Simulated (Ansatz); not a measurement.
Predict the output of the script below (Ansatz 0.2.0 through its Python package).

`hfh3.py`:
```python
# -*- coding: utf-8 -*-
'''Forces and pressure of HfH3 against finite differences of the energy with displaced atoms.'''

from dataclasses import dataclass
import warnings

import ansatz as az
import numpy as np


@dataclass
class Settings:
    filling: str = 'cold'
    functional: str = 'r2scan'
    cutoff_ev: int = 650
    kmesh: tuple[int, ...] = (6, 6, 7)
    scf_tol: float = 1e-09


settings = Settings()

VECTORS = np.array([
    [-1.53625, 1.49185, 3.03231],
    [1.52635, -1.49723, 3.03004],
    [1.54692, 1.50789, -3.03502],
])
SITES = [
    ('Hf', (0.02304, 0.01665, 0.01399)),
    ('H', (0.8191, 0.21681, 0.53538)),
    ('H', (0.30792, 0.71109, 0.58173)),
    ('H', (0.50087, 0.47136, 0.98596)),
]


def make_crystal(cell):
    crystal = az.Crystal(lattice=az.Lattice.of(cell))
    for symbol, position in SITES:
        crystal = crystal.atom(symbol, position)
    return crystal

warnings.simplefilter('ignore', az.DeckWarning)

def solve(crystal):
    return (
        crystal.calculation()
        .occupations(settings.filling)
        .functional(settings.functional)
        .basis(settings.cutoff_ev, xc_grid=2)
        .kpoints(*settings.kmesh)
        .scf(tolerance=settings.scf_tol)
        .forces()
        .stress()
        .run(threads=1)
    ).report


centre = solve(make_crystal(VECTORS))
start = make_crystal(VECTORS)
# central difference: F = -(E(+h) - E(-h)) / 2h
print(f'force on atom 2 along z: analytic {centre["forces_ev_ang"][2][2]:.4f} eV/A')
for h in (0.005, 0.02):
    shift = np.eye(3)[2] * h @ np.linalg.inv(VECTORS)
    plus, minus = (solve(start.move(2, to=np.array(SITES[2][1]) + sign * shift))['lagrangian_ev'] for sign in (1, -1))
    print(f'  step {h} A: numerical {-(plus - minus) / (2 * h):.4f} eV/A')
# P = -dF/dV; the difference feels the change of the plane-wave count with the cell
volume = abs(np.linalg.det(VECTORS))
larger, smaller = (solve(make_crystal(VECTORS * (1 + sign * 0.005) ** (1 / 3)))['lagrangian_ev'] for sign in (1, -1))
numerical = -(larger - smaller) / (0.01 * volume) * 160.21766
print(f'pressure: analytic {np.trace(centre["stress_gpa"]) / 3:.3f}, numerical {numerical:.3f} GPa')
```

`python hfh3.py` gives:
```text
force on atom 2 along z: analytic 0.8107 eV/A
  step 0.005 A: numerical 0.8106 eV/A
  step 0.02 A: numerical 0.8104 eV/A
pressure: analytic 3.923, numerical 3.926 GPa
```

No spin polarisation was allowed. For a metal this k-point mesh is coarse: on a finer one energies can move by several to tens of meV an atom and pressures by half a GPa or more, differences at one mesh by less. The program warned that this SCF threshold is loose for forces or stresses. Pressure is positive in compression. Spin-orbit coupling, which matters for elements this heavy, is left out. The cell is a database structure, distorted on purpose. The central difference errs as the square of the step, so the shorter step is the fairer test; what remains comes from the finite grid and the SCF threshold. The script silences the warnings on its input, which a real study should read. The whole script took 3.1 min on 1 thread of Arm Neoverse V1, on a shared host, peak memory 0.52 GiB.
